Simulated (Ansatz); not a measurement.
# CH3Cl3OTi: the cost of one run

Method: the settings change from run to run; program: Ansatz 0.2.0, Gaussian basis.

## Step 1: The molecule

An earlier PBE0-D4 in a triple-zeta def2 set relaxation fixed the geometry.

9 atoms, charge 0, spin multiplicity 1.

Atoms are counted from 1 here; the program's logs count them from 0.

Bond lengths: C1–O2 1.395 Å, C1–H7 1.093 Å, C1–H8 1.093 Å, C1–H9 1.093 Å, O2–Ti3 1.719 Å, Ti3–Cl4 2.187 Å, Ti3–Cl5 2.187 Å, Ti3–Cl6 2.187 Å. Angles: O2–C1–H7 109.4°, O2–C1–H8 109.4°, O2–C1–H9 109.4°, H7–C1–H8 109.5°, H7–C1–H9 109.5°, H8–C1–H9 109.5°, C1–O2–Ti3 179.9°, O2–Ti3–Cl4 108.6°, O2–Ti3–Cl5 108.6°, O2–Ti3–Cl6 108.6°, Cl4–Ti3–Cl5 110.3°, Cl4–Ti3–Cl6 110.3°, Cl5–Ti3–Cl6 110.3°.

Coordinates:

```mol
CH3Cl3OTi
  3D, bonds by distance, orders not assigned

  9  8  0  0  0  0  0  0  0  0999 V2000
    0.2759   -1.3946    0.8475 C   0  0
    0.0513   -0.2207    0.1289 O   0  0
   -0.2260    1.2268   -0.7552 Ti  0  0
   -1.8940    0.8956   -2.1308 Cl  0  0
    1.5900    1.7231   -1.8687 Cl  0  0
   -0.7119    2.8249    0.6571 Cl  0  0
    1.2968   -1.7403    0.6690 H   0  0
   -0.4313   -2.1611    0.5216 H   0  0
    0.1376   -1.2001    1.9137 H   0  0
  1  2  8  0
  2  3  8  0
  3  4  8  0
  3  5  8  0
  3  6  8  0
  1  7  8  0
  1  8  8  0
  1  9  8  0
M  END
```

## Step 2: B97M-V/cc-pVTZ-DK

Options: coordinates scaled by 0.92.

in.yaml

```yaml
crystal:
  periodic: [false, false, false]
  atoms:
    - {symbol: C, position_ang: [0.253796, -1.283026, 0.779680]}
    - {symbol: O, position_ang: [0.047204, -0.203057, 0.118562]}
    - {symbol: Ti, position_ang: [-0.207906, 1.128628, -0.694788]}
    - {symbol: Cl, position_ang: [-1.742442, 0.823934, -1.960372]}
    - {symbol: Cl, position_ang: [1.462844, 1.585273, -1.719189]}
    - {symbol: Cl, position_ang: [-0.654957, 2.598913, 0.604524]}
    - {symbol: H, position_ang: [1.193097, -1.601084, 0.615440]}
    - {symbol: H, position_ang: [-0.396768, -1.988211, 0.479833]}
    - {symbol: H, position_ang: [0.126554, -1.104059, 1.760578]}
basis:
  gaussian: {orbitals: cc-pVTZ-DK}
hamiltonian: {xc: {name: B97M-V}}
output: {forces: true}
```

Run with:

```console
> ansatz run in.yaml --threads 4 --pin off --events-out ev --progress --plain --max-ram 11315MiB
```

**Question.** How long does this run take on 4 threads of Arm Neoverse V2, shared host, and how much memory does it need?

About 24 s, with a peak of 0.69 GiB.
